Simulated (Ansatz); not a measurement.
**CH6Cl2FNSi2: up Jacob's ladder to CCSD(T)**

Aim: compute CH6Cl2FNSi2 with functionals from several rungs and with coupled cluster. The yardstick is the atomisation energy at the CCSD(T) limit.

Method: functionals in def2-TZVPP, the program's frozen cores in correlated methods; program: Ansatz 0.2.0, Gaussian basis.

Plan: PBE-D4, r2SCAN-D4, PBE0-D4, B3LYP-D4, ωB97X-V, ωB97M-V, B2PLYP; CCSD(T)/def2-TZVPP; MP2/def2-QZVPP; extrapolation to the limit.

## 1. The geometry

An earlier PBE0-D4 in a triple-zeta def2 set relaxation fixed the geometry.

13 atoms, charge 0, spin multiplicity 1.

Atoms are counted from 1 here; the program's logs count them from 0.

Bond lengths: C1–Si2 1.849 Å, C1–H8 1.093 Å, C1–H9 1.092 Å, C1–H10 1.092 Å, Si2–F3 1.601 Å, Si2–N4 1.725 Å, Si2–H11 1.478 Å, N4–Si5 1.702 Å, N4–H12 1.012 Å, Si5–Cl6 2.049 Å, Si5–Cl7 2.040 Å, Si5–H13 1.473 Å. Angles: Si2–C1–H8 111.1°, Si2–C1–H9 110.7°, Si2–C1–H10 110.6°, H8–C1–H9 107.7°, H8–C1–H10 108.3°, H9–C1–H10 108.4°, C1–Si2–F3 107.5°, C1–Si2–N4 110.6°, C1–Si2–H11 114.2°, F3–Si2–N4 110.0°, F3–Si2–H11 107.1°, N4–Si2–H11 107.3°, Si2–N4–Si5 129.5°, Si2–N4–H12 116.4°, Si5–N4–H12 114.1°, N4–Si5–Cl6 112.2°, N4–Si5–Cl7 109.9°, N4–Si5–H13 110.1° and more.

## 2. PBE-D4 (GGA)

File in.yaml:

```yaml
crystal:
  periodic: [false, false, false]
  atoms:
    - {symbol: C, position_ang: [-1.031122, 1.687675, -1.094887]}
    - {symbol: Si, position_ang: [0.290971, 0.930964, -0.046526]}
    - {symbol: F, position_ang: [0.610182, 1.956923, 1.140122]}
    - {symbol: N, position_ang: [-0.236435, -0.577448, 0.602665]}
    - {symbol: Si, position_ang: [0.635408, -2.020782, 0.833586]}
    - {symbol: Cl, position_ang: [0.890290, -3.060538, -0.913201]}
    - {symbol: Cl, position_ang: [2.498077, -1.601364, 1.551048]}
    - {symbol: H, position_ang: [-1.955017, 1.822628, -0.525773]}
    - {symbol: H, position_ang: [-0.719581, 2.668528, -1.460807]}
    - {symbol: H, position_ang: [-1.248629, 1.052011, -1.956321]}
    - {symbol: H, position_ang: [1.561726, 0.682217, -0.759685]}
    - {symbol: H, position_ang: [-1.213375, -0.640352, 0.857520]}
    - {symbol: H, position_ang: [-0.082496, -2.900461, 1.772258]}
basis:
  gaussian: {orbitals: def2-TZVPP}
hamiltonian: {xc: pbe, dispersion: d4}
output: {forces: true, orbitals: {seedname: orbitals}}
```

Run with:

```console
> ansatz run in.yaml --threads 2 --pin off --events-out ev --progress --plain --max-ram 32768MiB --backend cuda --devices 0, --max-vram 18GiB
```

After this run come: r2SCAN-D4 (meta-GGA); PBE0-D4 (hybrid); B3LYP-D4 (hybrid); ωB97X-V (range-separated); ωB97M-V (range-separated); B2PLYP (double hybrid); CCSD(T) in def2-TZVPP; MP2 in def2-QZVPP.

Before running them: what should the planned runs give, taken together? Wanted: atomisation energy, CCSD(T)/CBS; farthest; mean size of error, hybrid; mean size of error, range-separated; gap, smallest and largest; T1 diagnostic; triples share of the correlation energy.

As calculated:

```
                               quantity                                 value
        atomisation energy, CCSD(T)/CBS                             49.907 eV
    functionals within 0.250 eV (0.5 %)           r2SCAN-D4, ωB97X-V, ωB97M-V
                               farthest                    B2PLYP (-0.857 eV)
             mean size of error, hybrid                              0.360 eV
    mean size of error, range-separated                              0.150 eV
              gap, smallest and largest  6.61 eV (PBE-D4), 13.25 eV (ωB97X-V)
                          T1 diagnostic                                0.0102
triples share of the correlation energy                                 3.7 %
```

PBE-D4 misses by +0.269 eV. Double hybrids carry the basis error of their MP2 part in triple zeta, and no dispersion term here, so their miss is partly the set-up's. The reference freezes the cores and leaves out relativity and excitations past (T), so misses under about 0.250 eV can't be ranked. Hartree-Fock recovers 74 % of the binding; the rest is correlation. Orbital gaps span 6.6 to 13.2 eV; exact exchange widens them.
